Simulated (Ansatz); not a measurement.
# CH3Cl3SeTi: how energies converge with the basis set

One table from this session's results is given with a row withheld; the runs are named, their logs left out.

Computed with Ansatz 0.2.0, Gaussian basis. Level: one geometry, several basis sets.

Levels to be run: PBE0-D4/def2-SVP; ωB97M-V/def2-SVP; PBE0-D4/def2-QZVPP; ωB97M-V/def2-QZVPP; the functionals' def2-TZVPP values are taken from earlier runs.

### Structure used throughout

The geometry comes from an earlier relaxation with PBE0-D4 in a triple-zeta def2 set; it is a stationary point, not always the lowest conformer.

SMILES `C[Se][Ti]([Cl])([Cl])[Cl]`, 9 atoms, charge 0, spin multiplicity 1.

Atoms are counted from 1 here; the program's logs count them from 0.

Bond lengths: C1–Se2 1.964 Å, C1–H7 1.088 Å, C1–H8 1.088 Å, C1–H9 1.088 Å, Se2–Ti3 2.369 Å, Ti3–Cl4 2.181 Å, Ti3–Cl5 2.166 Å, Ti3–Cl6 2.181 Å. Angles: Se2–C1–H7 109.7°, Se2–C1–H8 109.7°, Se2–C1–H9 106.2°, H7–C1–H8 110.9°, H7–C1–H9 110.1°, H8–C1–H9 110.1°, C1–Se2–Ti3 96.3°, Se2–Ti3–Cl4 107.5°, Se2–Ti3–Cl5 104.2°, Se2–Ti3–Cl6 107.5°, Cl4–Ti3–Cl5 113.8°, Cl4–Ti3–Cl6 109.4°, Cl5–Ti3–Cl6 113.8°.

The first run:

The input, in.yaml:

```yaml
crystal:
  periodic: [false, false, false]
  atoms:
    - {symbol: C, position_ang: [-0.061442, -1.427745, 0.862380]}
    - {symbol: Se, position_ang: [1.428263, -0.524706, -0.043740]}
    - {symbol: Ti, position_ang: [0.170337, 1.321603, -0.831238]}
    - {symbol: Cl, position_ang: [-1.432089, 0.537274, -2.085105]}
    - {symbol: Cl, position_ang: [1.612065, 2.528211, -1.907308]}
    - {symbol: Cl, position_ang: [-0.690406, 2.318600, 0.906690]}
    - {symbol: H, position_ang: [-0.463042, -0.782817, 1.640810]}
    - {symbol: H, position_ang: [-0.830335, -1.684996, 0.137272]}
    - {symbol: H, position_ang: [0.355149, -2.331624, 1.303140]}
basis:
  gaussian: {orbitals: def2-SVP}
hamiltonian: {xc: pbe0, dispersion: d4}
output: {orbitals: {seedname: orbitals}}
```

Command:

```
ansatz run in.yaml --threads 2 --pin off --events-out ev --progress --plain --max-ram 32768MiB --backend cpu
```

Among the steps run: PBE0-D4 in def2-SVP; ωB97M-V in def2-SVP; PBE0-D4 in def2-QZVPP; ωB97M-V in def2-QZVPP.

One table of the session follows, with a row left open; its other results are not shown here.

It belongs to the step «Functionals by basis». 

| functional | basis | HOMO (eV) | LUMO (eV) |
| --- | --- | --- | --- |
| PBE0-D4 | def2-SVP | ? | ? |
| PBE0-D4 | def2-TZVPP | -7.44 | -3.42 |
| PBE0-D4 | def2-QZVPP | -7.45 | -3.43 |
| ωB97M-V | def2-SVP | -9.42 | -1.31 |
| ωB97M-V | def2-TZVPP | -9.49 | -1.31 |
| ωB97M-V | def2-QZVPP | -9.51 | -1.34 |

Estimate the missing values for PBE0-D4, def2-SVP.

As computed: HOMO (eV): -7.41; LUMO (eV): -3.47. In the column «HOMO (eV)» it is the highest.
